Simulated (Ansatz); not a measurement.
**CFeO: geometry and frequencies at several levels**

Wanted for CFeO: geometry and frequencies at several levels.

Method: the levels named in each step, in Ansatz 0.2.0.

## 1. The starting structure

Bond lengths: O1–C2 1.175 Å, C2–Fe3 1.736 Å. Angles: O1–C2–Fe3 180.0°.

Coordinates:

```xyz
3

O     0.0000    0.0000   -1.3620
C     0.0000    0.0000   -0.1870
Fe    0.0000    0.0000    1.5490
```

## 2. A rough first relaxation, PBE-D4/def2-SVP

input.yaml

```yaml
crystal:
  periodic: [false, false, false]
  atoms:
    - { symbol: O, position_ang: [0.0, 0.0, -1.362] }
    - { symbol: C, position_ang: [0.0, 0.0, -0.18699] }
    - { symbol: Fe, position_ang: [0.0, 0.0, 1.54899] }
basis:
  gaussian: { orbitals: def2-SVP }
hamiltonian:
  xc: pbe
  dispersion: d4
relax:
  f_tol: 0.03
  max_steps: 200
```

Run with:

```bash
> ansatz run input.yaml --threads 2 --pin off --max-ram 5120MiB --backend cpu --events-out ev --progress --plain --runs-dir out
```

Further steps of the session: Relaxation, HF/STO-3G; Frequencies, HF/STO-3G; Relaxation, HF/def2-SVP; Frequencies, HF/def2-SVP; Relaxation, LDA/def2-SVP; Frequencies, LDA/def2-SVP; Relaxation, PBE-D4/def2-SVP; Frequencies, PBE-D4/def2-SVP.

Before running it: what results should come out? Wanted: O1–C2 at PBE-D4/def2-SVP; C2–Fe3 at PBE-D4/def2-SVP; frequencies at PBE-D4/def2-SVP.

As calculated:

```
                      quantity             value
      O1–C2 at PBE-D4/def2-SVP           1.176 Å
     C2–Fe3 at PBE-D4/def2-SVP           1.661 Å
frequencies at PBE-D4/def2-SVP  374 to 2012 cm⁻¹
```

What this shows: The O–C distance spreads over 0.095 Å, from HF/def2-SVP (shortest) to HF/STO-3G. No mode is imaginary, so the geometry is a minimum.
